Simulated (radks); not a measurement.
# The Coulomb parameter U of the 5d shell of Au²⁺

An exercise on one series of results from a longer session: the logs are not shown, and one member is left open.

Method: Dirac Kohn-Sham, BLYP, spin-unpolarised, spherical densities, finite nucleus; open shells are shared between the two j in proportion to 2j + 1. Code: radks (a radial shooting solver on a logarithmic mesh, Libxc functionals) version 1.

### The system

- element: gold (Z = 79)
- charge: +2
- electrons: 77
- configuration: [Xe] 4f14 5d8 6s1
- nuclear rms radius: 5.4371 fm

Outer shells as boxes (Hund's rule):

Au²⁺
```
[Xe] core
4f [↑↓][↑↓][↑↓][↑↓][↑↓][↑↓][↑↓]
5d [↑↓][↑↓][↑↓][↑ ][↑ ]
6s [↑ ]
```

Set-up of the first run:

The run's settings:

```text
Z 79
configuration [Xe] 4f14 5d8 6s1
relativity Dirac
functional b88,lyp
spin unpolarised
j_filling average
nucleus finite rms 5.4371 fm
c 137.035999084
```

Among the steps run: Start: [Xe] 4f14 5d8 6s1.

One of the session's tables, all rows but one given; the rest of the session is left out.

It belongs to the step «Start: [Xe] 4f14 5d8 6s1». Radial moments (bohr):

| level | <r> | outermost maximum (interpolated) | 90 % within | nodes |
| --- | --- | --- | --- | --- |
| 5s1/2 | ? | ? | ? | ? |
| 4f5/2 | 0.4950 | 0.373 | 0.795 | 0 |
| 4f7/2 | 0.5019 | 0.378 | 0.806 | 0 |
| 5p1/2 | 0.9970 | 0.895 | 1.44 | 3 |
| 5p3/2 | 1.092 | 0.974 | 1.58 | 3 |
| 5d3/2 | 1.437 | 1.17 | 2.19 | 2 |
| 5d5/2 | 1.488 | 1.21 | 2.27 | 2 |
| 6s1/2 | 2.390 | 2.11 | 3.45 | 5 |

Estimate the missing values for 5s1/2.

**Answer.** <r>: 0.9246; outermost maximum (interpolated): 0.848; 90 % within: 1.32; nodes: 4. In the column «<r>» it lies between 4f7/2 (0.5019) and 5p1/2 (0.9970).
